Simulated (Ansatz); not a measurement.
# Zn3Cl: the cost of one run

Program: Ansatz 0.2.0. Level of theory: DFT PBE, scalar-relativistic, plane waves, PAW. These are calculated values, not measurements.

## 1. Starting point

Symmetry: P6_3/mmc, No. 194, hexagonal system. Conventional cell: a = 5.836 Å, b = 5.836 Å, c = 4.685 Å, α = 90.00°, β = 90.00°, γ = 120.00°. Zn (site symmetry mm2) is surrounded by 4 Cl at 2.88 to 2.92 Å and 8 Zn at 2.89 to 2.92 Å. Cl (site symmetry -6m2) has 12 Zn at 2.88 to 2.92 Å as nearest neighbours.

Coordinates:

```cif
data_structure
_symmetry_space_group_name_H-M 'P 1'
_symmetry_Int_Tables_number 1
_cell_length_a 5.8363
_cell_length_b 5.8363
_cell_length_c 4.6846
_cell_angle_alpha 90.000
_cell_angle_beta 90.000
_cell_angle_gamma 120.000
_cell_volume 138.19
loop_
_atom_site_label
_atom_site_type_symbol
_atom_site_fract_x
_atom_site_fract_y
_atom_site_fract_z
_atom_site_occupancy
Zn1 Zn 0.83300 0.66600 0.25000 1
Zn2 Zn 0.16700 0.83300 0.75000 1
Zn3 Zn 0.33400 0.16700 0.25000 1
Zn4 Zn 0.16700 0.33400 0.75000 1
Zn5 Zn 0.83300 0.16700 0.25000 1
Zn6 Zn 0.66600 0.83300 0.75000 1
Cl1 Cl 0.33333 0.66667 0.25000 1
Cl2 Cl 0.66667 0.33333 0.75000 1
```

(A quick probe on a coarse mesh, which set the mesh and smearing, is not shown.)

## 3. A loose first relaxation

File input.yaml:

```yaml
crystal:
  lattice:
    - [5.8363496254, 0.0, 0.0]
    - [-2.9181748127, 5.054427041, 0.0]
    - [0.0, 0.0, 4.6845710783]
  atoms:
    - { symbol: Zn, position: [0.833, 0.666, 0.25] }
    - { symbol: Zn, position: [0.167, 0.833, 0.75] }
    - { symbol: Zn, position: [0.334, 0.167, 0.25] }
    - { symbol: Zn, position: [0.167, 0.334, 0.75] }
    - { symbol: Zn, position: [0.833, 0.167, 0.25] }
    - { symbol: Zn, position: [0.666, 0.833, 0.75] }
    - { symbol: Cl, position: [0.3333333333, 0.6666666667, 0.25] }
    - { symbol: Cl, position: [0.6666666667, 0.3333333333, 0.75] }
basis:
  ecutwfc: 420
kpoints:
  mp_grid: { grid: [3, 3, 4] }
hamiltonian:
  xc: pbe
scf:
  occupations: { method: gaussian, width: 0.1 }
  lower_state_search: "off"
output:
  forces: true
  stress: true
  eigenvalues: true
relax:
  adjacent_minimum: "off"
  f_tol: 0.04
  max_steps: 70
  cell: { stress_tol: 0.4 }
```

Launch:

```sh
ansatz run input.yaml --threads 1 --pin off --max-ram 2560MiB --backend cpu --events-out ev --progress --plain --runs-dir out
```

**Question.** How long does this run take on 1 thread of Intel Xeon Platinum 8259CL at 2.50GHz (Skylake/Cascade Lake), shared host, and how much memory does it need?

About 2 min, with a peak of 0.5 GiB.
